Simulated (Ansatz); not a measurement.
# ZrNi: the cost of one run

Program: Ansatz 0.2.0. Level of theory: DFT r2SCAN, scalar-relativistic, plane waves, PAW. These are calculated values, not measurements.

### 1 The starting structure

The structure is orthorhombic, space group Cmcm (No. 63). Conventional cell: a = 3.268 Å, b = 9.937 Å, c = 4.101 Å, α = 90.00°, β = 90.00°, γ = 90.00°. Zr (site symmetry m2m) has 7 Ni at 2.68 to 2.77 Å as nearest neighbours. Ni (site symmetry m2m) has 2 Ni at 2.62 Å and 7 Zr at 2.68 to 2.77 Å as nearest neighbours.

Structure file:

```xyz
4
Lattice="1.6340 -4.9685 0.0000 1.6340 4.9685 0.0000 0.0000 0.0000 4.1010" Properties=species:S:1:pos:R:3 pbc="T T T"
Zr    1.6340   -1.3822    1.0252
Zr    1.6340    1.3822    3.0758
Ni    1.6340   -4.1566    1.0252
Ni    1.6340    4.1566    3.0758
```

The structure rests on an entry of the Crystallography Open Database; cell or positions may have been set otherwise for this series.

### 2 Relaxing cell and atoms: ZrNi, no spin

Contents of input.yaml:

```yaml
crystal:
  lattice:
    - [1.634, -4.9685, 0.0]
    - [1.634, 4.9685, 0.0]
    - [0.0, 0.0, 4.101]
  atoms:
    - { symbol: Zr, position: [0.6391, 0.3609, 0.25] }
    - { symbol: Zr, position: [0.3609, 0.6391, 0.75] }
    - { symbol: Ni, position: [0.9183, 0.0817, 0.25] }
    - { symbol: Ni, position: [0.0817, 0.9183, 0.75] }
scf:
  occupations: { method: methfessel_paxton, width: 0.1 }
output:
  forces: true
  stress: true
  eigenvalues: true
  write_density: true
  write_potential: true
  elf: true
  volumetric_format: npy
kpoints:
  mp_grid: { grid: [16, 16, 12] }
hamiltonian:
  xc: r2scan
relax:
  f_tol: 0.01
  adjacent_minimum: "off"
  cell: { stress_tol: 0.05 }
```

Command:

```bash
> ansatz run input.yaml --threads 2 --pin off --max-ram 6144MiB --backend cpu --events-out ev --progress --plain --runs-dir out
```

What time and memory should one allow on 2 threads of Intel Xeon 6975P-C (Granite Rapids), shared host?

About 4.2 min, with a peak of 1.5 GiB.
